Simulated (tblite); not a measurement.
# C4H9BF2: the cost of one run

Computed with tblite 0.8.0 and PySCF 2.14.0, with density-fitted response routines of our own, on a single molecule in the gas phase. Atoms count from 0, in the outputs and in this text.

### 1 Starting geometry

16 atoms, charge 0, multiplicity 1; geometry from: force field or distance geometry start.

Bonds of the start (Å): B0–C1 1.62, C1–C2 1.50, C2–F3 1.37, C2–C4 1.49, C4–C5 1.50, C5–F6 1.36, B0–H7 1.20, B0–H8 1.19, C1–H9 1.11, C1–H10 1.08, C2–H11 1.13, C4–H12 1.12, C4–H13 1.11, C5–H14 1.12, C5–H15 1.12.

### 2 Relaxing the molecule with GFN2-xTB

The job: settings as JSON, then the geometry in Å.

```
{"job": {"kind": "relax", "xc": "GFN2-xTB", "basis": "xTB"}, "charge": 0, "multiplicity": 1}
B      2.393400     0.909500     0.326800
C      1.070600     0.291700    -0.378100
C      0.293400    -0.297400     0.761200
F      1.073000    -1.246600     1.375300
C     -1.033300    -0.878500     0.402200
C     -2.015500     0.066900    -0.224900
F     -1.536700     0.579900    -1.391500
H      2.929900     0.167100     1.097300
H      2.404400     2.078000     0.556700
H      1.392600    -0.566100    -1.000900
H      0.578600     1.024900    -0.995500
H      0.077300     0.548300     1.473300
H     -0.949300    -1.795400    -0.227600
H     -1.505200    -1.249900     1.334300
H     -2.213300     0.888800     0.516300
H     -2.967400    -0.512200    -0.369000
```

Started as:

```console
> OMP_NUM_THREADS=1 python probes_run.py task.json out
```

The driver reads the jobs from task.json and runs them one after another.

**Question.** How long does this first job take on 1 thread of Intel Xeon at 2.50GHz, shared host, and how much memory does it need?

About 1.4 s, with a peak of 0.18 GiB.
